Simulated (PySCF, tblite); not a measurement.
# C₆H₄N₂: geometry, infrared bands and NMR shifts

Aim: predict the infrared bands and NMR shifts of C₆H₄N₂ (`C=C1CC1(C#N)C#N`).

Programs: tblite 0.8.0 and PySCF 2.14.0, with density-fitted response routines of our own. Each step states its level of theory. These are calculated values for one molecule in the gas phase, unless marked as measured. Atoms count from 0, in the outputs and in this text.

## Step 1: The molecule as given

12 atoms, charge 0, multiplicity 1; geometry from: force field or distance geometry start.

Bonds of the start (Å): C0–C1 1.30, C1–C2 1.42, C2–C3 1.61, C3–C4 1.43, C4–N5 1.16, C3–C6 1.45, C6–N7 1.16, C3–C1 1.43, C0–H8 1.08, C0–H9 1.10, C2–H10 1.08, C2–H11 1.08.

## Step 2: Relaxing the molecule with GFN2-xTB

Job settings and geometry (Å):

```
{"job": {"kind": "relax", "xc": "GFN2-xTB", "basis": "xTB"}, "charge": 0, "multiplicity": 1}
C     -1.828000     0.052300    -0.767900
C     -0.728400    -0.006800    -0.077100
C     -0.170300    -0.179200     1.221000
C      0.698900     0.041400    -0.113900
C      1.451900     1.259700    -0.172000
N      2.040200     2.258300    -0.226700
C      1.519500    -1.079900    -0.510700
N      2.170900    -1.991200    -0.814300
H     -1.815800     0.202600    -1.840900
H     -2.810000    -0.040200    -0.282800
H     -0.237900    -1.166700     1.651000
H     -0.289700     0.649000     1.908300
```

Started as:

```bash
$ OMP_NUM_THREADS=1 python probes_run.py task.json out
```

One launch serves the whole session: the jobs run in the order shown.

**Question.** This job is followed by: GFN2-xTB harmonic vibrations, gas phase; GIAO PBE0/pcSseg-1 NMR shielding, non-relativistic, gas phase. Predict these results of the whole session: strongest single infrared mode (GFN2-xTB); zero-point energy (GFN2-xTB); ¹³C shifts against TMS (PBE0/pcSseg-1, means over atoms taken as alike); ¹H shifts against TMS (PBE0/pcSseg-1, means over atoms taken as alike); ¹⁵N shifts against NH3 (PBE0/pcSseg-1, means over atoms taken as alike).

As calculated:

| quantity | value |
| --- | --- |
| strongest single infrared mode (GFN2-xTB) | 2388 cm⁻¹, 341 km/mol |
| zero-point energy (GFN2-xTB) | 50.8 kcal/mol |
| ¹³C shifts against TMS (PBE0/pcSseg-1, means over atoms taken as alike) | 135.6, 119.9, 117.2, 23.5, 0.7 ppm |
| ¹H shifts against TMS (PBE0/pcSseg-1, means over atoms taken as alike) | 6.51, 6.25, 2.15 ppm |
| ¹⁵N shifts against NH3 (PBE0/pcSseg-1, means over atoms taken as alike) | 301.2 ppm |

In words: Over 32 steps the energy fell by 0.273 eV; of the close pairs, C1–C3 changed most, 1.429 to 1.496 Å. All 30 modes are real, so the xTB geometry is a minimum. The strongest single mode, at 2388 cm⁻¹, is carried by C6, C4, N7, N5. Unscaled tight-binding wavenumbers are off by several per cent, some by more. Its intensities can rank the bands wrongly. C1 (fully substituted alkene carbon) lies farthest downfield among carbon, at 135.6 ppm; an sp2 carbon of a C=C bond. At PBE0/pcSseg-1: The largest span, 517 ppm, is at N5, N7, where the paramagnetic term is -373 ppm.
